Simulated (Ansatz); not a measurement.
Predict the output of the script below (the Python package of Ansatz (0.2.0)).

Script `run_energy.py`:
```python
# -*- coding: utf-8 -*-
'''Single point of CH7BOSSi in a Gaussian basis.'''

from dataclasses import dataclass
import sys

import ansatz as az
import numpy as np


@dataclass(frozen=True)
class RunConfig:
    basis_set: str = 'def2-SVP'
    xc: str = 'hf'


cfg = RunConfig()

geometry_ang = [
    ('C', [-1.5115, -0.3064, 0.7757]),
    ('B', [-0.0163, -0.0286, 1.0209]),
    ('Si', [1.2043, -0.036, -0.478]),
    ('O', [1.2661, -1.5549, -1.249]),
    ('S', [0.7046, 1.4955, -1.8788]),
    ('H', [-2.1094, -0.1989, 1.7254]),
    ('H', [-1.6854, -1.2567, 0.3063]),
    ('H', [-1.9082, 0.541, 0.0755]),
    ('H', [0.3878, 0.1812, 2.1603]),
    ('H', [2.5969, 0.2135, 0.0654]),
    ('H', [0.2748, -1.6215, -1.6177]),
    ('H', [0.8732, 2.5167, -0.872]),
]
ch7bossi = az.Crystal.molecule()
for symbol, xyz in geometry_ang:
    ch7bossi = ch7bossi.atom(symbol, xyz)

job = (
    ch7bossi.calculation()
    .basis(gaussian=cfg.basis_set)
    .functional(cfg.xc)
    .forces()
)
try:
    report = job.run().report
except az.AnsatzError as error:
    sys.exit(f'{type(error).__name__}: {error}')

print(f'E = {report["free_energy_ev"]:.6f} eV = {report["free_energy_ev"] / 27.211386246:.7f} Ha')
print('converged:', report['converged'], ' doubts:', report['published_state_doubts'] or 'none')

state = report['mean_field']['state']
print(f'mean field: {state["energy"]["hartree"]:.7f} Ha, <S^2> = {abs(state["spin_squared"]):.4f}, stability: {state.get("stability", {}).get("kind")}')

symbols = [site.symbol for site in ch7bossi.cartesian_sites]
forces = np.array(report['forces_ev_ang'])
print('largest force', round(float(np.linalg.norm(forces, axis=1).max()), 4), 'eV/A, rms', round(float(np.sqrt((forces ** 2).mean())), 4))

charges = report['charge_distribution']
dipole = np.array(charges['dipole_moment_e_ang']) * 4.803205
print('dipole (D): {:.3f} {:.3f} {:.3f}, length {:.3f}'.format(*dipole, np.linalg.norm(dipole)))
print('atom  Mulliken   Lowdin')
for symbol, m, l in zip(symbols, charges['mulliken_charges_e'], charges['lowdin_charges_e']):
    print(f'{symbol:4s} {m:9.3f} {l:8.3f}')
```

`python run_energy.py` gives:
```text
E = -22521.447352 eV = -827.6479246 Ha
converged: True  doubts: none
mean field: -827.6479246 Ha, <S^2> = 0.0000, stability: minimum
largest force 5.3281 eV/A, rms 1.6025
dipole (D): -2.256 0.595 1.296, length 2.669
atom  Mulliken   Lowdin
C       -0.244   -0.005
B        0.042   -0.219
Si       0.806    0.217
O       -0.584   -0.108
S       -0.357    0.047
H        0.061    0.021
H        0.054    0.022
H        0.072    0.061
H       -0.037   -0.022
H       -0.141   -0.107
H        0.240    0.071
H        0.088    0.022
```

Reading the output:
- Total energies depend on the basis set; only differences at equal settings carry meaning.
- The geometry is a force-field or estimated start, not a minimum of this method, and the basis set is short of its limit.
- The Löwdin charges here are taken after orthogonalising the functions within each atom; they differ from plain Löwdin charges, and their signs can be unphysical.
- Run time: 2.8 s on 1 thread of Arm Neoverse V1, on a shared host, peak memory 0.28 GiB.

(A comment or docstring line of the script was reworded after the run, the code is as it ran; lines on the test bed's own set-up are left out of the output.)
